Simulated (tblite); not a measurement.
# C5H11NOSi2: the cost of one run

Computed with tblite 0.8.0 and PySCF 2.14.0, with density-fitted response routines of our own, on a single molecule in the gas phase. Atoms are numbered from 0 throughout.

### 1 The molecule as given

20 atoms, charge 0, multiplicity 1; geometry from: force field or distance geometry start.

Bonds of the start (Å): C0–C1 1.47, C1–C2 1.19, C2–Si3 1.89, Si3–N4 1.72, Si3–C5 1.92, C5–O6 1.23, C5–C7 1.49, C7–Si8 1.86, C0–H9 1.08, C0–H10 1.10, C0–H11 1.10, Si3–H12 1.46, N4–H13 1.01, N4–H14 1.01, C7–H15 1.10, C7–H16 1.10, Si8–H17 1.48, Si8–H18 1.48, Si8–H19 1.49.

### 2 Geometry optimisation with GFN2-xTB

What the job is given:

```
{"job": {"kind": "relax", "xc": "GFN2-xTB", "basis": "xTB"}, "charge": 0, "multiplicity": 1}
C      2.476400    -2.043200    -1.634200
C      1.735600    -0.829200    -1.246800
C      1.158400     0.155700    -0.905500
Si     0.227600     1.713800    -0.389400
N      1.357900     2.762100     0.365400
C     -1.240600     1.303200     0.783700
O     -1.336700     1.997900     1.791800
C     -2.155900     0.173800     0.445400
Si    -1.874900    -1.369500     1.437900
H      3.519800    -1.967100    -1.353400
H      2.405600    -2.194300    -2.716900
H      2.046200    -2.927600    -1.140700
H     -0.280900     2.424100    -1.565000
H      0.823000     3.489900     0.823900
H      1.808300     2.263200     1.115900
H     -3.188500     0.533300     0.604100
H     -2.083100    -0.054800    -0.624500
H     -0.477100    -1.827400     1.285700
H     -2.769700    -2.446400     0.951800
H     -2.156500    -1.146500     2.882800
```

Started as:

```bash
OMP_NUM_THREADS=1 python probes_run.py task.json out
```

One launch serves the whole session: the jobs run in the order shown.

Q: Estimate the wall time of this first job on 1 thread of Arm Neoverse N1, shared host.

About 3.2 s.
